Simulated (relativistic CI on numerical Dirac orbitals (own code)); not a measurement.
# Pr⁵⁺: N4,5 absorption multiplets

Aim: the N4,5 absorption spectrum of Pr⁵⁺ in 5 surroundings, from the same atomic integrals.

The numbers are computed with relativistic CI on numerical Dirac orbitals (own code) version 1 (Dirac-Coulomb-Breit CI, KLI orbitals optimised for each configuration, model QED (radiative potential, 1s self-energy scaled to tabulated hydrogen-like ionisation energies), valence Slater integrals scaled by 0.8, multiplet model of core-to-valence dipole absorption), except any that are marked as measured or tabulated.

### Step 1. The system

* ion: Pr⁵⁺ (Pr VI)
* nuclear charge: 59
* electrons: 54
* configurations: [Kr] 4d10 5s2 5p6 → [Kr] 4d9 4f 5s2 5p6
* magnetising field for the dichroism, Lz and Sz: magnetic field 10 T along z; these come from the lowest magnetised state alone (0 K)
* temperature of the isotropic spectrum: 300 K
* widths: Lorentz 0.3 eV, Gauss 0.2 eV
* surrounding 1: free ion
* surrounding 2: Oh, B40 = -4330, B60 = 480 cm⁻¹
* surrounding 3: D4h, B20 = 1930, B40 = 3370, B44 = 2570, B60 = 930, B64 = -1470 cm⁻¹
* surrounding 4: D3h, B20 = -370, B40 = -1480, B60 = -400, B66 = 1420 cm⁻¹
* surrounding 5: Oh, B40 = -3420, B60 = 1210 cm⁻¹

### Step 2. Surrounding 1: free ion

Settings, as recorded:

```ini
atom Pr  Z=59  charge=5  electrons=54
nucleus A=141  rms_radius_fm=4.8919
hamiltonian dirac-coulomb  breit=on  qed=on  c_scale=1
orbitals kli  potential=per-configuration
slater_scale 0.8
correlation none
mixing on
configurations
  [Kr] 4d10 5s2 5p6
  [Kr] 4d9 4f 5s2 5p6
end
absorption N4,5 T=300 lorentz=0.3 gauss=0.2
crystal_field free
```

### Step 3. Surrounding 2: Oh, B40 = -4330, B60 = 480

Settings: those of step 2 with these lines changed.

```diff
@@ -12,2 +12,2 @@
 absorption N4,5 T=300 lorentz=0.3 gauss=0.2
-crystal_field free
+crystal_field Oh B40=-4330 B60=480
```

### Step 4. Surrounding 3: D4h, B20 = 1930, B40 = 3370, B44 = 2570, B60 = 930, B64 = -1470

Settings: those of step 3 with these lines changed.

```diff
@@ -12,2 +12,2 @@
 absorption N4,5 T=300 lorentz=0.3 gauss=0.2
-crystal_field Oh B40=-4330 B60=480
+crystal_field D4h B20=1930 B40=3370 B44=2570 B60=930 B64=-1470
```

### Step 5. Surrounding 4: D3h, B20 = -370, B40 = -1480, B60 = -400, B66 = 1420

Settings: those of step 4 with these lines changed.

```diff
@@ -12,2 +12,2 @@
 absorption N4,5 T=300 lorentz=0.3 gauss=0.2
-crystal_field D4h B20=1930 B40=3370 B44=2570 B60=930 B64=-1470
+crystal_field D3h B20=-370 B40=-1480 B60=-400 B66=1420
```

### Step 6. Surrounding 5: Oh, B40 = -3420, B60 = 1210

Settings: those of step 5 with these lines changed.

```diff
@@ -12,2 +12,2 @@
 absorption N4,5 T=300 lorentz=0.3 gauss=0.2
-crystal_field D3h B20=-370 B40=-1480 B60=-400 B66=1420
+crystal_field Oh B40=-3420 B60=1210
```

(Steps that only read results are left out.)

**Question.** What will these runs give? Wanted: highest peak, first run; ground spin; core spin-orbit splitting.

**Answer**, as computed:

| surrounding | ground S | Lz (0 K) | Sz (0 K) | centroid (eV) | share of the lower edge | up to four highest peaks (% of the highest), eV |
| --- | --- | --- | --- | --- | --- | --- |
| 1: free | 0.00 | 0.00 | 0.00 | 141.49 | - | 141.6 (100) |
| 2: Oh | 0.00 | 0.00 | 0.00 | 141.49 | - | 141.6 (100) |
| 3: D4h | 0.00 | 0.00 | 0.00 | 141.49 | - | 141.6 (100) |
| 4: D3h | 0.00 | 0.00 | 0.00 | 141.49 | - | 141.6 (100) |
| 5: Oh | 0.00 | 0.00 | 0.00 | 141.49 | - | 141.6 (100) |

| quantity | value |
| --- | --- |
| highest peak, first run | 141.6 eV |
| ground spin (effective S from ⟨S²⟩) | 0.00 |
| core spin-orbit splitting (without Breit) | 3.79 eV |

**Reading.** The highest peak stays in place, within the step of the energy grid, in all surroundings. Edge positions are free-ion values and differ from those in solids by a few eV or more.
